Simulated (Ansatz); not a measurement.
# CH3AlOS: one species, many methods

One table from this session's results is given with a row withheld; the runs are named, their logs left out.

The runs use Ansatz 0.2.0, Gaussian basis; functionals in def2-TZVPP, the program's frozen cores in correlated methods.

Levels to be run: LDA (SPW92), PBE-D4, revPBE-D4, BLYP-D4, r2SCAN-D4, B97M-V, PBE0-D4, B3LYP-D4, r2SCANh-D4, r2SCAN0-D4, HSE06-D4, BHLYP-D4, CAM-B3LYP-D4, LC-ωPBE, ωB97X-V, ωB97M-V, B2PLYP, PBE-QIDH; CCSD(T)/def2-SVP; CCSD(T)/def2-TZVPP; MP2/def2-QZVPP; extrapolation to the limit; RPA on PBE.

### The relaxed structure

An earlier PBE0-D4 in a triple-zeta def2 set relaxation fixed the geometry.

SMILES `C1[O][AlH][S]1`, 7 atoms, charge 0, spin multiplicity 1.

Atoms are counted from 1 here; the program's logs count them from 0.

Bond lengths: C1–O2 1.406 Å, C1–S4 1.876 Å, C1–H5 1.092 Å, C1–H6 1.092 Å, O2–Al3 1.723 Å, Al3–S4 2.154 Å, Al3–H7 1.568 Å. Angles: O2–C1–S4 107.5°, O2–C1–H5 111.4°, O2–C1–H6 111.4°, S4–C1–H5 108.0°, S4–C1–H6 108.0°, H5–C1–H6 110.3°, C1–O2–Al3 96.1°, O2–Al3–S4 85.9°, O2–Al3–H7 131.4°, S4–Al3–H7 142.7°, C1–S4–Al3 70.5°.

Set-up of the first run:

in.yaml reads:

```yaml
crystal:
  periodic: [false, false, false]
  atoms:
    - {symbol: C, position_ang: [-0.459992, 0.848672, -0.043742]}
    - {symbol: O, position_ang: [0.318347, 0.263204, 0.970473]}
    - {symbol: Al, position_ang: [0.681244, -1.185219, 0.110325]}
    - {symbol: S, position_ang: [-0.499077, -0.349510, -1.486480]}
    - {symbol: H, position_ang: [-0.019831, 1.785001, -0.393373]}
    - {symbol: H, position_ang: [-1.487600, 1.013091, 0.287445]}
    - {symbol: H, position_ang: [1.528210, -2.443240, 0.509653]}
basis:
  gaussian: {orbitals: def2-TZVPP}
hamiltonian: {xc: lda}
output: {orbitals: {seedname: orbitals}}
```

On the command line:

```bash
ansatz run in.yaml --threads 2 --pin off --events-out ev --progress --plain --max-ram 4352MiB
```

Among the steps run: LDA; PBE-D4 (GGA); revPBE-D4 (GGA); BLYP-D4 (GGA); r2SCAN-D4 (meta-GGA); B97M-V (meta-GGA); B3LYP-D4 (hybrid); r2SCANh-D4 (hybrid); r2SCAN0-D4 (hybrid); HSE06-D4 (hybrid); BHLYP-D4 (hybrid); CAM-B3LYP-D4 (range-separated); LC-ωPBE (range-separated); ωB97X-V (range-separated); ωB97M-V (range-separated); B2PLYP (double hybrid); PBE-QIDH (double hybrid).

One table of the session follows, with a row left open; its other results are not shown here.

It belongs to the step «Frontier levels by functional». 

| functional | HOMO (eV) | gap (eV) |
| --- | --- | --- |
| LDA (SPW92) | -6.22 | 4.39 |
| PBE-D4 | -6.09 | 4.47 |
| revPBE-D4 | -6.04 | 4.51 |
| BLYP-D4 | -5.92 | 4.42 |
| r2SCAN-D4 | -6.34 | 5.04 |
| B97M-V | -6.41 | 4.94 |
| PBE0-D4 | -7.26 | 6.37 |
| B3LYP-D4 | -7.02 | 5.93 |
| r2SCANh-D4 | -6.77 | 5.72 |
| r2SCAN0-D4 | -7.42 | 6.74 |
| HSE06-D4 | -6.86 | 5.61 |
| BHLYP-D4 | -8.28 | 8.13 |
| CAM-B3LYP-D4 | -8.56 | 8.58 |
| LC-ωPBE | ? | ? |
| ωB97X-V | -9.59 | 10.58 |
| ωB97M-V | -9.43 | 10.15 |

**Question.** Estimate the row for LC-ωPBE.

As computed: HOMO (eV): -9.96; gap (eV): 11.05. In the column «HOMO (eV)» it is the lowest.
